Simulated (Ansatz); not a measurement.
# BClH3NO: the cost of one run

All numbers below are computed with Ansatz 0.2.0 (RKS B3LYP/6-31G*).

### Step 1. The structure to begin with

Bond lengths: B1–O2 1.410 Å, O2–H3 1.010 Å, B1–N4 1.550 Å, N4–H5 1.060 Å, N4–H6 1.060 Å, B1–Cl7 1.860 Å. Angles: B1–O2–H3 109.5°, O2–B1–N4 120.0°, O2–B1–Cl7 120.0°, N4–B1–Cl7 120.0°, B1–N4–H5 120.0°, B1–N4–H6 120.0°, H5–N4–H6 120.0°.

Coordinates:

```xyz
7

B     0.0000    0.0000    0.0000
O     0.0000    0.0000    1.4100
H    -0.9095   -0.2814    1.7471
N     1.3423    0.0000   -0.7750
H     1.8089   -0.9179   -1.0268
H     1.7937    0.9179   -1.0532
Cl   -1.6108    0.0000   -0.9300
```

### Step 2. Preparing the start

Contents of input.yaml:

```yaml
crystal:
  periodic: [false, false, false]
  atoms:
    - { symbol: B, position_ang: [0.0, 0.0, 0.0] }
    - { symbol: O, position_ang: [0.0, 0.0, 1.41] }
    - { symbol: H, position_ang: [-0.9095, -0.2814, 1.7471] }
    - { symbol: "N", position_ang: [1.3423, 0.0, -0.775] }
    - { symbol: H, position_ang: [1.8089, -0.9179, -1.0268] }
    - { symbol: H, position_ang: [1.7937, 0.9179, -1.0532] }
    - { symbol: Cl, position_ang: [-1.6108, 0.0, -0.93] }
basis:
  gaussian: { orbitals: "6-31G*" }
hamiltonian:
  xc: b3lyp
relax:
  f_tol: 0.02
  max_steps: 40
```

The run is started by

```sh
> ansatz run input.yaml --threads 1 --pin off --max-ram 2048MiB --backend cpu --events-out ev --progress --plain --runs-dir out
```

Q: Estimate wall time and peak memory on 1 thread of Intel Xeon 6975P-C (Granite Rapids), shared host.

About 18 s, with a peak of 0.17 GiB.
